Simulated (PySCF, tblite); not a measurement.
**C₈H₉BS: geometry, infrared bands and NMR shifts**

Wanted: the infrared bands and NMR shifts of C₈H₉BS (`CC(=S)B1C=CC=CC=C1`), by calculation.

The runs use tblite 0.8.0 and PySCF 2.14.0, with density-fitted response routines of our own; the level of theory stands in each step. All values are computed, except where a source is named. Atoms count from 0, in the outputs and in this text.

### 1 The starting structure

19 atoms, charge 0, multiplicity 1; geometry from: force field or distance geometry start.

Bonds of the start (Å): C0–C1 1.51, C1–S2 1.45, C1–B3 1.59, B3–C4 1.56, C4–C5 1.33, C5–C6 1.47, C6–C7 1.33, C7–C8 1.48, C8–C9 1.32, C9–B3 1.57, C0–H10 1.11, C0–H11 1.10, C0–H12 1.10, C4–H13 1.09, C5–H14 1.09, C6–H15 1.09, C7–H16 1.09, C8–H17 1.09, C9–H18 1.08.

### 2 Optimising the geometry with GFN2-xTB

What the job is given:

```
{"job": {"kind": "relax", "xc": "GFN2-xTB", "basis": "xTB"}, "charge": 0, "multiplicity": 1}
C      3.046700     0.241800     0.453700
C      2.019900    -0.773100    -0.001300
S      2.466300    -2.128500    -0.259000
B      0.495900    -0.357300    -0.194700
C      0.106500     1.147600    -0.072200
C     -1.115600     1.634300     0.155100
C     -2.326500     0.872800     0.485100
C     -2.636700    -0.377300     0.139700
C     -1.853000    -1.331900    -0.677900
C     -0.535700    -1.385800    -0.791100
H      2.639700     0.816700     1.317600
H      3.993100    -0.224800     0.775400
H      3.245700     0.946200    -0.370400
H      0.914700     1.866000    -0.190300
H     -1.201600     2.720400     0.241500
H     -3.092400     1.428400     1.032000
H     -3.631500    -0.722300     0.415100
H     -2.422500    -2.143000    -1.129000
H     -0.122700    -2.221000    -1.336600
```

Started as:

```console
$ OMP_NUM_THREADS=1 python probes_run.py task.json out
```

One launch serves the whole session: the jobs run in the order shown.

**Question.** This job is followed by: GFN2-xTB harmonic vibrations, gas phase; GIAO PBE0/pcSseg-1 NMR shielding, non-relativistic, gas phase. What will the session give for the following? strongest single infrared mode (GFN2-xTB); zero-point energy (GFN2-xTB); ¹³C shifts against TMS (PBE0/pcSseg-1, means over atoms taken as alike); ¹H shifts against TMS (PBE0/pcSseg-1, means over atoms taken as alike); ³³S shifts against CS2 (PBE0/pcSseg-1); ¹¹B shifts against BF3·OEt2 (PBE0/pcSseg-1).

As calculated:

| quantity | value |
| --- | --- |
| strongest single infrared mode (GFN2-xTB) | 1467 cm⁻¹, 104 km/mol |
| zero-point energy (GFN2-xTB) | 90.8 kcal/mol |
| ¹³C shifts against TMS (PBE0/pcSseg-1, means over atoms taken as alike) | 331.0, 159.7, 156.9, 143.9, 49.4 ppm |
| ¹H shifts against TMS (PBE0/pcSseg-1, means over atoms taken as alike) | 8.35, 8.25, 7.68, 3.73 ppm |
| ³³S shifts against CS2 (PBE0/pcSseg-1) | 1288 ppm |
| ¹¹B shifts against BF3·OEt2 (PBE0/pcSseg-1) | 38.7 ppm |

In words: Relaxing lowered the energy by 1.388 eV in 126 steps; the close pair that moved most is C1–S2, from 1.450 to 1.639 Å. No mode is imaginary among the 51: a minimum at this level. Unscaled tight-binding wavenumbers are off by several per cent, some by more. Its intensities can rank the bands wrongly. The most deshielded carbon is C1 (thiocarbonyl carbon), at 331.0 ppm: low-lying n→π* states of the double bond to the heteroatom give a large paramagnetic term (-405 ppm). At PBE0/pcSseg-1: The widest tensor belongs to S2: span 3072 ppm, with a paramagnetic part of -1842 ppm. NICS(1)zz of -17 ppm above the planar ring from B3 marks a diatropic (aromatic) ring current.
